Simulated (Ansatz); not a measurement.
# InH+ (quartet): geometry optimisation

Where does this start of InH+ (quartet) end when it is relaxed?

Computed with Ansatz 0.2.0, Gaussian basis. Level: UKS PBE0/def2-TZVP.

### 1 Starting geometry

2 atoms, charge 1, spin multiplicity 4.

Atoms are counted from 1 here; the program's logs count them from 0.

Bond lengths: In1–H2 1.730 Å.

The start is set by covalent radii. Sticks and bond lists go by distance. No spin-orbit coupling is included. Elements past krypton take def2 core potentials.

### 2 The run

in.yaml reads:

```yaml
crystal:
  periodic: [false, false, false]
  atoms:
    - {symbol: In, position_ang: [0.000000, 0.000000, 0.000000]}
    - {symbol: H, position_ang: [0.000000, 0.000000, 1.730000]}
basis:
  gaussian: {orbitals: def2-TZVP}
total_charge: 1
magnetization: {spin_polarized: true, initial_magnetization: 3}
hamiltonian: {xc: pbe0}
relax: {f_tol: 0.004, max_steps: 80}
```

Launch:

```console
> ansatz run in.yaml --threads 1 --pin off --events-out ev --progress --plain --max-ram 2176MiB
```

What does the calculation give? Wanted: energy gained; shift from the start; total energy; ⟨S²⟩.

As calculated:

| quantity | value |
| --- | --- |
| steps | 7 |
| energy gained | 0.986 eV |
| shift from the start (rms) | 0.473 Å |
| total energy | -5175.9736 eV |
| ⟨S²⟩ | 3.751 |

By distance, In1–H2 opened. In1–H2 went from 1.730 to 2.675 Å. No vibrations were run, so this is a stationary point, not a proven minimum, and this spin need not be the ground state's.
